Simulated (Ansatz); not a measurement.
**CH4O2SSi: up Jacob's ladder to CCSD(T)**

One table from this session's results is given with a row withheld; the runs are named, their logs left out.

Method: functionals in def2-TZVPP, the program's frozen cores in correlated methods; program: Ansatz 0.2.0, Gaussian basis.

The runs, in order: PBE-D4, r2SCAN-D4, PBE0-D4, B3LYP-D4, ωB97X-V, ωB97M-V, B2PLYP; CCSD(T)/def2-TZVPP; MP2/def2-QZVPP; extrapolation to the limit.

## The geometry

All runs share one geometry, relaxed beforehand with PBE0-D4 in a triple-zeta def2 set.

SMILES `O[SiH]1OCS1`, 9 atoms, charge 0, spin multiplicity 1.

Atoms are counted from 1 here; the program's logs count them from 0.

Bond lengths: O1–Si2 1.626 Å, O1–H6 0.960 Å, Si2–O3 1.661 Å, Si2–S5 2.123 Å, Si2–H7 1.473 Å, O3–C4 1.418 Å, C4–S5 1.853 Å, C4–H8 1.091 Å, C4–H9 1.091 Å. Angles: Si2–O1–H6 117.6°, O1–Si2–O3 116.2°, O1–Si2–S5 118.6°, O1–Si2–H7 103.6°, O3–Si2–S5 85.2°, O3–Si2–H7 114.3°, S5–Si2–H7 119.1°, Si2–O3–C4 99.1°, O3–C4–S5 103.5°, O3–C4–H8 111.1°, O3–C4–H9 110.9°, S5–C4–H8 110.5°, S5–C4–H9 110.1°, H8–C4–H9 110.6°, Si2–S5–C4 72.1°.

Set-up of the first run:

Input file in.yaml:

```yaml
crystal:
  periodic: [false, false, false]
  atoms:
    - {symbol: O, position_ang: [-0.685363, 1.346119, 1.610997]}
    - {symbol: Si, position_ang: [0.366218, 0.708587, 0.547973]}
    - {symbol: O, position_ang: [0.376047, -0.947866, 0.430528]}
    - {symbol: C, position_ang: [0.077252, -1.077205, -0.949807]}
    - {symbol: S, position_ang: [-0.163737, 0.672881, -1.507469]}
    - {symbol: H, position_ang: [-1.615789, 1.141363, 1.493987]}
    - {symbol: H, position_ang: [1.657899, 1.295252, 0.945202]}
    - {symbol: H, position_ang: [-0.835439, -1.655770, -1.100913]}
    - {symbol: H, position_ang: [0.911412, -1.529661, -1.487500]}
basis:
  gaussian: {orbitals: def2-TZVPP}
hamiltonian: {xc: pbe, dispersion: d4}
output: {forces: true, orbitals: {seedname: orbitals}}
```

On the command line:

```
> ansatz run in.yaml --threads 4 --pin off --events-out ev --progress --plain --max-ram 10444MiB
```

Among the steps run: PBE-D4 (GGA); r2SCAN-D4 (meta-GGA); PBE0-D4 (hybrid); B3LYP-D4 (hybrid); ωB97X-V (range-separated); ωB97M-V (range-separated); B2PLYP (double hybrid); CCSD(T) in def2-TZVPP; MP2 in def2-QZVPP.

One table of the session follows, with a row left open; its other results are not shown here.

It belongs to the step «Atomisation energies». 

```
            method  atomisation energy (eV)
            PBE-D4                   36.915
         r2SCAN-D4                   36.299
           PBE0-D4                   36.046
          B3LYP-D4                   35.862
           ωB97X-V                   36.345
           ωB97M-V                   36.361
            B2PLYP                   35.615
     HF/def2-TZVPP                        ?
    MP2/def2-TZVPP                   36.143
   CCSD/def2-TZVPP                   34.383
CCSD(T)/def2-TZVPP                   35.076
           MP2/CBS                   37.343
       CCSD(T)/CBS                   36.275
```

**Question.** Estimate the row for HF/def2-TZVPP.

As computed: atomisation energy (eV): 25.122. In the column «atomisation energy (eV)» it is the lowest.
